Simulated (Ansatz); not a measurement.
# ClGeH5N2O: the cost of one run

Program: Ansatz 0.2.0. Level of theory: RKS B3LYP/def2-SVP. These are calculated values, not measurements.

### 1 The system as given

Bond lengths: N1–Ge2 1.811 Å, Ge2–N3 1.850 Å, Ge2–O4 1.842 Å, Ge2–Cl5 2.153 Å, N1–H6 1.109 Å, N1–H7 1.055 Å, N3–H8 1.008 Å, N3–H9 1.101 Å, O4–H10 0.986 Å. Angles: N1–Ge2–N3 107.5°, N1–Ge2–O4 111.1°, N1–Ge2–Cl5 110.8°, N3–Ge2–O4 109.4°, N3–Ge2–Cl5 110.1°, O4–Ge2–Cl5 107.9°, Ge2–N1–H6 107.3°, Ge2–N1–H7 107.5°, H6–N1–H7 101.7°, Ge2–N3–H8 107.7°, Ge2–N3–H9 106.2°, H8–N3–H9 101.3°, Ge2–O4–H10 100.1°.

As a file:

```xyz
10

N    -1.4561    0.0534   -0.7173
Ge    0.2341    0.0773   -0.0669
N     0.4584   -1.4471    0.9564
O     1.4698    0.0843   -1.4333
Cl    0.5674    1.8329    1.1349
H    -1.6174    1.0108   -1.2540
H    -2.1131    0.1532    0.1021
H    -0.1304   -1.3605    1.7698
H     1.4601   -1.3703    1.4071
H     1.2103    0.9148   -1.8961
```

### 2 Relaxing end A

input.yaml reads:

```yaml
crystal:
  periodic: [false, false, false]
  atoms:
    - { symbol: "N", position_ang: [-1.4561, 0.0534, -0.7173] }
    - { symbol: Ge, position_ang: [0.2341, 0.0773, -0.0669] }
    - { symbol: "N", position_ang: [0.4584, -1.4471, 0.9564] }
    - { symbol: O, position_ang: [1.4698, 0.0843, -1.4333] }
    - { symbol: Cl, position_ang: [0.5674, 1.8329, 1.1349] }
    - { symbol: H, position_ang: [-1.6174, 1.0108, -1.254] }
    - { symbol: H, position_ang: [-2.1131, 0.1532, 0.1021] }
    - { symbol: H, position_ang: [-0.1304, -1.3605, 1.7698] }
    - { symbol: H, position_ang: [1.4601, -1.3703, 1.4071] }
    - { symbol: H, position_ang: [1.2103, 0.9148, -1.8961] }
basis:
  gaussian: { orbitals: def2-SVP }
hamiltonian:
  xc: b3lyp
relax:
  f_tol: 0.015
  max_steps: 40
```

Command:

```sh
$ ansatz run input.yaml --threads 2 --pin off --max-ram 3072MiB --backend cpu --events-out ev --progress --plain --runs-dir out
```

What time and memory should one allow on 2 threads of Arm Neoverse V1, shared host?

About 2.1 min, with a peak of 0.3 GiB.
